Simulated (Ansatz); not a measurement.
# Al3BAs2: the cost of one run

Computed with Ansatz 0.2.0 (DFT PBE, scalar-relativistic, plane waves, PAW, unless a step's input says otherwise).

2 further runs of the same task are left out: 1 that didn't finish, 1 set aside as unsound or not needed.

## Step 1: The system as given

It takes space group P-4m2 (No. 115, tetragonal). Conventional cell: a = 3.931 Å, b = 3.931 Å, c = 7.443 Å, α = 90.00°, β = 90.00°, γ = 90.00°. Around Al (site symmetry 2mm) lie 2 As at 1.97 Å and 2 B at 2.39 Å. Al (site symmetry -4m2) is surrounded by 2 As at 2.52 Å. Around B (site symmetry -4m2) lie 4 Al at 2.39 Å. As (site symmetry 2mm) has 3 Al at 1.97 to 2.52 Å and 1 As at 2.41 Å as nearest neighbours.

Structure file:

```xyz
6
Lattice="3.9307 0.0000 0.0000 0.0000 3.9307 0.0000 0.0000 0.0000 7.4427" Properties=species:S:1:pos:R:3 pbc="T T T"
Al    0.0000    1.9653    5.0733
Al    1.9653    0.0000    2.3694
Al    1.9653    1.9653    0.0000
B     0.0000    0.0000    3.7213
As    1.9653    1.9653    4.9265
As    1.9653    1.9653    2.5161
```

The cell is invented: random cell by space group and Wyckoff sites (P-4m2, No. 115). Lengths come from tabulated atomic sizes and are only a guess.

## Step 2: The guess as it stands, on a coarse mesh

input.yaml

```yaml
crystal:
  lattice:
    - [3.93065634, 0.0, 0.0]
    - [0.0, 3.93065634, 0.0]
    - [0.0, 0.0, 7.44267803]
  atoms:
    - { symbol: Al, position: [0.0, 0.5, 0.68164783] }
    - { symbol: Al, position: [0.5, 0.0, 0.31835217] }
    - { symbol: Al, position: [0.5, 0.5, 0.0] }
    - { symbol: B, position: [0.0, 0.0, 0.5] }
    - { symbol: As, position: [0.5, 0.5, 0.66193044] }
    - { symbol: As, position: [0.5, 0.5, 0.33806956] }
basis:
  ecutwfc: 420
kpoints:
  mp_grid: { grid: [4, 4, 4] }
hamiltonian:
  xc: pbe
scf:
  occupations: { method: gaussian, width: 0.1 }
  lower_state_search: "off"
output:
  forces: true
  stress: true
  eigenvalues: true
```

The run is started by

```bash
$ ansatz run input.yaml --threads 1 --pin off --max-ram 2560MiB --backend cpu --events-out ev --progress --plain --runs-dir out
```

**Question.** How long does this run take on 1 thread of Intel Xeon at 2.70GHz, shared host, and how much memory does it need?

About 5.1 s, with a peak of 0.36 GiB.
